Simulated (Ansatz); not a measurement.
# Alloy of Si and Ge (20 of 64 Si sites exchanged), 64 atoms

How does this alloy cell relax, and what gap do PBEsol and HSE06 give?

Method: density functional theory in Ansatz 0.2.0, PAW datasets, plane waves.

**1. The starting cell**

64 atoms (20 Ge, 44 Si); a = 11.016 Å, b = 11.016 Å, c = 11.016 Å, α = 90.00°, β = 90.00°, γ = 90.00°. All atoms were shaken off their sites by about 0.02 Å along each axis.

Plan of the steps: (2) PBEsol cell relaxation at the single k point (¼, ¼, ¼), on 7 threads of Arm Neoverse-V2; (3) HSE06 single point at the Γ point alone, on 7 threads of Arm Neoverse-V2.

**2. PBEsol relaxation of the cell and the positions**

Input file in.yaml:

```yaml
crystal:
  lattice:
    - [11.016117, 0.000000, 0.000000]
    - [0.000000, 11.016117, 0.000000]
    - [0.000000, 0.000000, 11.016117]
  atoms:
    - { symbol: Ge, position: [0.999536, 0.998222, 0.998014] }
    - { symbol: Ge, position: [0.997015, 0.500944, 0.499292] }
    - { symbol: Ge, position: [0.625836, 0.122668, 0.126251] }
    - { symbol: Ge, position: [0.750152, 0.249444, 0.000235] }
    - { symbol: Ge, position: [0.749793, 0.749979, 0.999024] }
    - { symbol: Ge, position: [0.877104, 0.876341, 0.623426] }
    - { symbol: Ge, position: [0.747348, 0.999368, 0.251362] }
    - { symbol: Ge, position: [0.749535, 0.501081, 0.752183] }
    - { symbol: Ge, position: [0.371857, 0.124631, 0.373415] }
    - { symbol: Ge, position: [0.375720, 0.123301, 0.875617] }
    - { symbol: Ge, position: [0.372303, 0.624511, 0.875543] }
    - { symbol: Ge, position: [0.876642, 0.121085, 0.874397] }
    - { symbol: Ge, position: [0.872124, 0.625775, 0.874827] }
    - { symbol: Ge, position: [0.001978, 0.250717, 0.249337] }
    - { symbol: Ge, position: [0.000392, 0.247368, 0.748072] }
    - { symbol: Ge, position: [0.999880, 0.750801, 0.250067] }
    - { symbol: Ge, position: [0.002264, 0.751606, 0.747706] }
    - { symbol: Ge, position: [0.499040, 0.252557, 0.752894] }
    - { symbol: Ge, position: [0.500335, 0.752792, 0.249142] }
    - { symbol: Ge, position: [0.624509, 0.375870, 0.875813] }
    - { symbol: Si, position: [0.998111, 0.001039, 0.498682] }
    - { symbol: Si, position: [0.997867, 0.497122, 0.000336] }
    - { symbol: Si, position: [0.498910, 0.000023, 0.999160] }
    - { symbol: Si, position: [0.499701, 0.999282, 0.500972] }
    - { symbol: Si, position: [0.502137, 0.500956, 0.000572] }
    - { symbol: Si, position: [0.499889, 0.501403, 0.500762] }
    - { symbol: Si, position: [0.122098, 0.127381, 0.126500] }
    - { symbol: Si, position: [0.127190, 0.124708, 0.628619] }
    - { symbol: Si, position: [0.124413, 0.621496, 0.120582] }
    - { symbol: Si, position: [0.125439, 0.626771, 0.627626] }
    - { symbol: Si, position: [0.622031, 0.121971, 0.623987] }
    - { symbol: Si, position: [0.626517, 0.625249, 0.124207] }
    - { symbol: Si, position: [0.623354, 0.627076, 0.626283] }
    - { symbol: Si, position: [0.253390, 0.248694, 0.998823] }
    - { symbol: Si, position: [0.250939, 0.250975, 0.499593] }
    - { symbol: Si, position: [0.247547, 0.749192, 0.002858] }
    - { symbol: Si, position: [0.252251, 0.748456, 0.499811] }
    - { symbol: Si, position: [0.747196, 0.251667, 0.496686] }
    - { symbol: Si, position: [0.752558, 0.752772, 0.497970] }
    - { symbol: Si, position: [0.373891, 0.375778, 0.121697] }
    - { symbol: Si, position: [0.375483, 0.373944, 0.622828] }
    - { symbol: Si, position: [0.374949, 0.873704, 0.124764] }
    - { symbol: Si, position: [0.372162, 0.875869, 0.625427] }
    - { symbol: Si, position: [0.873688, 0.374160, 0.127453] }
    - { symbol: Si, position: [0.874903, 0.377094, 0.626210] }
    - { symbol: Si, position: [0.872312, 0.872246, 0.124477] }
    - { symbol: Si, position: [0.248242, 0.003262, 0.248474] }
    - { symbol: Si, position: [0.248341, 0.997786, 0.747617] }
    - { symbol: Si, position: [0.251090, 0.499010, 0.252033] }
    - { symbol: Si, position: [0.250367, 0.498486, 0.747292] }
    - { symbol: Si, position: [0.752332, 0.999687, 0.750608] }
    - { symbol: Si, position: [0.749885, 0.498138, 0.248521] }
    - { symbol: Si, position: [0.376913, 0.622585, 0.373150] }
    - { symbol: Si, position: [0.877141, 0.125405, 0.378006] }
    - { symbol: Si, position: [0.881365, 0.625063, 0.375626] }
    - { symbol: Si, position: [0.500357, 0.250863, 0.250354] }
    - { symbol: Si, position: [0.500237, 0.750532, 0.750937] }
    - { symbol: Si, position: [0.128649, 0.375253, 0.373718] }
    - { symbol: Si, position: [0.125521, 0.373078, 0.874816] }
    - { symbol: Si, position: [0.123816, 0.876141, 0.378153] }
    - { symbol: Si, position: [0.123241, 0.873497, 0.873548] }
    - { symbol: Si, position: [0.625199, 0.374922, 0.376383] }
    - { symbol: Si, position: [0.626385, 0.877921, 0.375951] }
    - { symbol: Si, position: [0.626518, 0.872167, 0.877494] }
  symmetry: { detect: false }
kpoints:
  mp_grid: { grid: [1, 1, 1], shift: [0.25, 0.25, 0.25] }
hamiltonian:
  xc: pbesol
scf:
  occupations: { method: fermi_dirac, width: 0.01 }
relax:
  f_tol: 0.03
  max_steps: 80
  escape_saddle: false
  adjacent_minimum: "off"
  cell: { fix: [shape] }
output:
  forces: true
  eigenvalues: true
  populations: true
```

The runs that follow: HSE06 single point.

Before running it: what results should come out? Wanted: for each run, top filled to lowest empty.

The runs gave:

```
             level                     time   k points  top filled to lowest empty (eV)
PBEsol, relaxation     78 s (7 CPU threads)  (¼, ¼, ¼)                             0.97
             HSE06  4.8 min (7 CPU threads)          Γ                             1.11
```

| quantity | value |
| --- | --- |
| relaxation | 5 recorded steps, 0.95 eV gained |
| largest shift | 0.11 Å (Si55) |
| relaxed cell | a = 11.000 Å, b = 11.000 Å, c = 11.000 Å, α = 90.00°, β = 90.00°, γ = 90.00° |
| mean bonds | Ge–Ge 2.431, Ge–Si 2.395, Si–Si 2.360 Å |

**Reading.** Relaxation gains 0.95 eV, with shifts up to 0.11 Å (Si55), while the volume changes by -0.4 %. The mean lengths of the listed bonds run from Si–Si 2.36 Å to Ge–Ge 2.43 Å. The relaxation ran on other k points, so part of any difference from the later rows can come from the mesh. Spin–orbit coupling is left out, which matters for the band edges of the heavier elements here. With one k point the spacing samples only the states that fold onto it, so it can exceed the gap over the zone.
